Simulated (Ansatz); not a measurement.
**C2H4Cl2Si2: basis-set convergence**

One table from this session's results is given with a row withheld; the runs are named, their logs left out.

The runs use Ansatz 0.2.0, Gaussian basis; one geometry, several basis sets.

The runs, in order: PBE0-D4/def2-SVP; ωB97M-V/def2-SVP; PBE0-D4/def2-QZVPP; ωB97M-V/def2-QZVPP; the functionals' def2-TZVPP values are taken from earlier runs.

## The relaxed structure

All runs share one geometry, relaxed beforehand with PBE0-D4 in a triple-zeta def2 set.

SMILES `Cl[SiH2]C#C[SiH2]Cl`, 10 atoms, charge 0, spin multiplicity 1.

Atoms are counted from 1 here; the program's logs count them from 0.

Bond lengths: Cl1–Si2 2.047 Å, Si2–C3 1.821 Å, Si2–H7 1.478 Å, Si2–H8 1.478 Å, C3–C4 1.214 Å, C4–Si5 1.821 Å, Si5–Cl6 2.047 Å, Si5–H9 1.478 Å, Si5–H10 1.478 Å. Angles: Cl1–Si2–C3 109.1°, Cl1–Si2–H7 108.7°, Cl1–Si2–H8 108.7°, C3–Si2–H7 109.4°, C3–Si2–H8 109.4°, H7–Si2–H8 111.5°, Si2–C3–C4 179.3°, C3–C4–Si5 179.3°, C4–Si5–Cl6 109.1°, C4–Si5–H9 109.4°, C4–Si5–H10 109.4°, Cl6–Si5–H9 108.7°, Cl6–Si5–H10 108.7°, H9–Si5–H10 111.5°.

Geometry (Å):

```csv
atom,x (Å),y (Å),z (Å)
Cl1,-0.9903,-1.8411,3.0003
Si2,-1.7450,-1.1527,1.2260
C3,-0.4267,-0.2924,0.3111
C4,0.4430,0.2837,-0.3095
Si5,1.7612,1.1440,-1.2246
Cl6,1.0137,1.8070,-3.0117
H7,-2.8421,-0.2057,1.5145
H8,-2.2202,-2.3066,0.4346
H9,2.8674,0.2022,-1.4948
H10,2.2221,2.3103,-0.4429
```

The first run:

File in.yaml:

```yaml
crystal:
  periodic: [false, false, false]
  atoms:
    - {symbol: Cl, position_ang: [-0.990302, -1.841139, 3.000322]}
    - {symbol: Si, position_ang: [-1.745018, -1.152678, 1.225987]}
    - {symbol: C, position_ang: [-0.426702, -0.292354, 0.311064]}
    - {symbol: C, position_ang: [0.442999, 0.283717, -0.309460]}
    - {symbol: Si, position_ang: [1.761173, 1.144001, -1.224625]}
    - {symbol: Cl, position_ang: [1.013724, 1.807027, -3.011678]}
    - {symbol: H, position_ang: [-2.842120, -0.205659, 1.514453]}
    - {symbol: H, position_ang: [-2.220226, -2.306631, 0.434629]}
    - {symbol: H, position_ang: [2.867392, 0.202226, -1.494846]}
    - {symbol: H, position_ang: [2.222080, 2.310292, -0.442948]}
basis:
  gaussian: {orbitals: def2-SVP}
hamiltonian: {xc: pbe0, dispersion: d4}
output: {orbitals: {seedname: orbitals}}
```

Steps of the session up to this table: PBE0-D4 in def2-SVP; ωB97M-V in def2-SVP; PBE0-D4 in def2-QZVPP; ωB97M-V in def2-QZVPP.

One of the session's tables, all rows but one given; the rest of the session is left out.

```
functional       basis  HOMO (eV)
   PBE0-D4    def2-SVP      -8.54
   PBE0-D4  def2-TZVPP          ?
   PBE0-D4  def2-QZVPP      -8.61
   ωB97M-V    def2-SVP     -10.69
   ωB97M-V  def2-TZVPP     -10.77
   ωB97M-V  def2-QZVPP     -10.79
```

Q: Estimate the row for PBE0-D4, def2-TZVPP from the others.

As computed: HOMO (eV): -8.59. In the column «HOMO (eV)» it lies between PBE0-D4, def2-QZVPP (-8.61) and PBE0-D4, def2-SVP (-8.54).
